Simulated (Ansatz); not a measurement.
**CH8Al2BP: up Jacob's ladder to CCSD(T)**

How much do the methods differ for CH8Al2BP? The plan is to run it at one geometry with functionals of several rungs and with coupled cluster, and see how far each lands from CCSD(T) at the basis-set limit for the atomisation energy.

Method: functionals in def2-TZVPP, the program's frozen cores in correlated methods; program: Ansatz 0.2.0, Gaussian basis.

The runs, in order: LDA (SPW92), PBE-D4, revPBE-D4, BLYP-D4, r2SCAN-D4, B97M-V, PBE0-D4, B3LYP-D4, r2SCANh-D4, r2SCAN0-D4, HSE06-D4, BHLYP-D4, CAM-B3LYP-D4, LC-ωPBE, ωB97X-V, ωB97M-V, B2PLYP, PBE-QIDH; CCSD(T)/def2-SVP; CCSD(T)/def2-TZVPP; MP2/def2-QZVPP; extrapolation to the limit; RPA on PBE.

## (1) The geometry

An earlier PBE0-D4 in a triple-zeta def2 set relaxation fixed the geometry.

13 atoms, charge 0, spin multiplicity 1.

Atoms are counted from 1 here; the program's logs count them from 0.

Bond lengths: Al1–C2 1.981 Å, Al1–Al5 2.570 Å, Al1–H6 1.577 Å, Al1–H7 1.739 Å, Al1–H12 1.747 Å, C2–B3 1.530 Å, C2–H8 1.096 Å, C2–H9 1.091 Å, B3–P4 1.915 Å, B3–H10 1.200 Å, P4–Al5 2.314 Å, P4–H11 1.422 Å, Al5–H7 1.768 Å, Al5–H12 1.740 Å, Al5–H13 1.576 Å. Angles: C2–Al1–Al5 95.4°, C2–Al1–H6 131.4°, C2–Al1–H7 107.2°, C2–Al1–H12 100.8°, Al5–Al1–H6 133.1°, Al5–Al1–H7 43.3°, Al5–Al1–H12 42.4°, H6–Al1–H7 111.3°, H6–Al1–H12 112.6°, H7–Al1–H12 82.3°, Al1–C2–B3 99.3°, Al1–C2–H8 101.4°, Al1–C2–H9 110.1°, B3–C2–H8 116.7°, B3–C2–H9 116.4°, H8–C2–H9 110.9°, C2–B3–P4 121.8°, C2–B3–H10 120.0° and more.

## (2) LDA

This LDA is Slater exchange with PW92 correlation.

File in.yaml:

```yaml
crystal:
  periodic: [false, false, false]
  atoms:
    - {symbol: Al, position_ang: [-0.280192, 1.491189, -0.147242]}
    - {symbol: C, position_ang: [-1.640138, 0.077240, 0.130777]}
    - {symbol: B, position_ang: [-0.742978, -1.018156, 0.709240]}
    - {symbol: P, position_ang: [0.413857, -2.067067, -0.399821]}
    - {symbol: Al, position_ang: [1.654572, -0.128077, -0.636354]}
    - {symbol: H, position_ang: [-0.399162, 3.063422, -0.161486]}
    - {symbol: H, position_ang: [1.171858, 0.974351, 0.658867]}
    - {symbol: H, position_ang: [-2.006443, -0.075606, -0.890449]}
    - {symbol: H, position_ang: [-2.436760, 0.445341, 0.779235]}
    - {symbol: H, position_ang: [-0.684392, -1.179581, 1.896514]}
    - {symbol: H, position_ang: [1.244856, -2.618710, 0.613255]}
    - {symbol: H, position_ang: [0.557469, 0.867939, -1.547904]}
    - {symbol: H, position_ang: [3.167852, 0.133014, -0.989930]}
basis:
  gaussian: {orbitals: def2-TZVPP}
hamiltonian: {xc: lda}
output: {orbitals: {seedname: orbitals}}
```

After this run come: PBE-D4 (GGA); revPBE-D4 (GGA); BLYP-D4 (GGA); r2SCAN-D4 (meta-GGA); B97M-V (meta-GGA); PBE0-D4 (hybrid); B3LYP-D4 (hybrid); r2SCANh-D4 (hybrid); r2SCAN0-D4 (hybrid); HSE06-D4 (hybrid); BHLYP-D4 (hybrid); CAM-B3LYP-D4 (range-separated); LC-ωPBE (range-separated); ωB97X-V (range-separated); ωB97M-V (range-separated); B2PLYP (double hybrid); PBE-QIDH (double hybrid); CCSD(T) in def2-SVP; CCSD(T) in def2-TZVPP; MP2 in def2-QZVPP; RPA on PBE orbitals.

Q: Predict the results of all the runs planned. Wanted: atomisation energy, CCSD(T)/CBS; farthest beyond LDA; mean size of error, GGA; mean size of error, meta-GGA; mean size of error, hybrid; mean size of error, range-separated; mean size of error, double hybrid; gap, smallest and largest; T1 diagnostic.

The runs gave:

```
                               quantity                                                                     value
        atomisation energy, CCSD(T)/CBS                                                                 42.403 eV
    functionals within 0.212 eV (0.5 %)  PBE0-D4, B3LYP-D4, r2SCAN0-D4, HSE06-D4, CAM-B3LYP-D4, LC-ωPBE, PBE-QIDH
                    farthest beyond LDA                                                        B97M-V (+1.081 eV)
                mean size of error, GGA                                                                  0.373 eV
           mean size of error, meta-GGA                                                                  0.771 eV
             mean size of error, hybrid                                                                  0.188 eV
    mean size of error, range-separated                                                                  0.251 eV
      mean size of error, double hybrid                                                                  0.383 eV
              gap, smallest and largest                                 4.04 eV (LDA (SPW92)), 10.66 eV (LC-ωPBE)
                          T1 diagnostic                                                                    0.0142
triples share of the correlation energy                                                                     4.2 %
```

In words: LDA overbinds by 5.127 eV (12 %). PBE-D4 misses by +0.273 eV. Double hybrids carry the basis error of their MP2 part in triple zeta, and no dispersion term here, so their miss is partly the set-up's. Taken by rung, hybrid functionals do best (0.188 eV on average) and meta-GGA ones worst beyond LDA (0.771 eV). The gap between the best rungs is small, so their order is not settled. Misses under about 0.212 eV are within the doubt on the reference itself, which lacks core-valence correlation, relativity and higher excitations. Hartree-Fock recovers 75 % of the binding; the rest is correlation. CCSD(T) in def2-SVP is off by -2.355 eV, which most functionals beat. The gap grows from 4.0 to 10.7 eV across the functionals, mostly with the share of exact exchange.
